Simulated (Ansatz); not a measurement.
# Ge2H6Se: one species, many methods

The task here is to estimate one member of a computed series from the others.

Computed with Ansatz 0.2.0, Gaussian basis. Level: functionals in def2-TZVPP, the program's frozen cores in correlated methods.

Plan: LDA (SPW92), PBE-D4, revPBE-D4, BLYP-D4, r2SCAN-D4, B97M-V, PBE0-D4, B3LYP-D4, r2SCANh-D4, r2SCAN0-D4, HSE06-D4, BHLYP-D4, CAM-B3LYP-D4, LC-ωPBE, ωB97X-V, ωB97M-V, B2PLYP, PBE-QIDH; CCSD(T)/def2-SVP; CCSD(T)/def2-TZVPP; MP2/def2-QZVPP; extrapolation to the limit; RPA on PBE.

## The geometry

The geometry comes from an earlier relaxation with PBE0-D4 in a triple-zeta def2 set; it is a stationary point, not always the lowest conformer.

SMILES `[GeH3][Se][GeH3]`, 9 atoms, charge 0, spin multiplicity 1.

Atoms are counted from 1 here; the program's logs count them from 0.

Bond lengths: Ge1–Se2 2.354 Å, Ge1–H4 1.537 Å, Ge1–H5 1.534 Å, Ge1–H6 1.537 Å, Se2–Ge3 2.354 Å, Ge3–H7 1.537 Å, Ge3–H8 1.537 Å, Ge3–H9 1.534 Å. Angles: Se2–Ge1–H4 110.0°, Se2–Ge1–H5 106.0°, Se2–Ge1–H6 110.0°, H4–Ge1–H5 110.6°, H4–Ge1–H6 109.5°, H5–Ge1–H6 110.6°, Ge1–Se2–Ge3 95.5°, Se2–Ge3–H7 110.0°, Se2–Ge3–H8 110.0°, Se2–Ge3–H9 106.0°, H7–Ge3–H8 109.5°, H7–Ge3–H9 110.6°, H8–Ge3–H9 110.6°.

Set-up of the first run:

Contents of in.yaml:

```yaml
crystal:
  periodic: [false, false, false]
  atoms:
    - {symbol: Ge, position_ang: [0.630302, 0.380425, -1.583692]}
    - {symbol: Se, position_ang: [1.468089, -0.592462, 0.388933]}
    - {symbol: Ge, position_ang: [-0.543908, -0.417938, 1.597669]}
    - {symbol: H, position_ang: [-0.530936, -0.462911, -2.134406]}
    - {symbol: H, position_ang: [1.799774, 0.401557, -2.575515]}
    - {symbol: H, position_ang: [0.137791, 1.808079, -1.296866]}
    - {symbol: H, position_ang: [-1.652954, -1.214107, 0.891149]}
    - {symbol: H, position_ang: [-0.962404, 1.056860, 1.710835]}
    - {symbol: H, position_ang: [-0.257254, -1.006003, 2.984692]}
basis:
  gaussian: {orbitals: def2-TZVPP}
hamiltonian: {xc: lda}
output: {orbitals: {seedname: orbitals}}
```

Steps of the session up to this table: LDA; PBE-D4 (GGA); revPBE-D4 (GGA); BLYP-D4 (GGA); r2SCAN-D4 (meta-GGA); B97M-V (meta-GGA); PBE0-D4 (hybrid); B3LYP-D4 (hybrid); r2SCANh-D4 (hybrid); r2SCAN0-D4 (hybrid); HSE06-D4 (hybrid); BHLYP-D4 (hybrid); CAM-B3LYP-D4 (range-separated); LC-ωPBE-D4 (range-separated; the results give it without D4); ωB97X-V (range-separated); ωB97M-V (range-separated); B2PLYP (double hybrid); PBE-QIDH (double hybrid).

One table of the session follows, with a row left open; its other results are not shown here.

It belongs to the step «Orbital energies across the functionals». 

```
  functional  HOMO (eV)  gap (eV)
 LDA (SPW92)      -5.84      4.36
      PBE-D4      -5.74      4.55
   revPBE-D4      -5.70      4.62
     BLYP-D4      -5.58      4.46
   r2SCAN-D4      -6.01      5.11
      B97M-V      -6.15      5.20
     PBE0-D4      -6.86      6.52
    B3LYP-D4      -6.63      6.03
  r2SCANh-D4      -6.42      5.81
  r2SCAN0-D4      -7.04      6.86
    HSE06-D4      -6.47      5.76
    BHLYP-D4      -7.83      8.37
CAM-B3LYP-D4      -8.10      8.73
     LC-ωPBE          ?         ?
     ωB97X-V      -9.12     10.79
     ωB97M-V      -8.98     10.41
```

**Question.** Estimate the row for LC-ωPBE.

As computed: HOMO (eV): -9.44; gap (eV): 11.25. In the column «HOMO (eV)» it is the lowest.
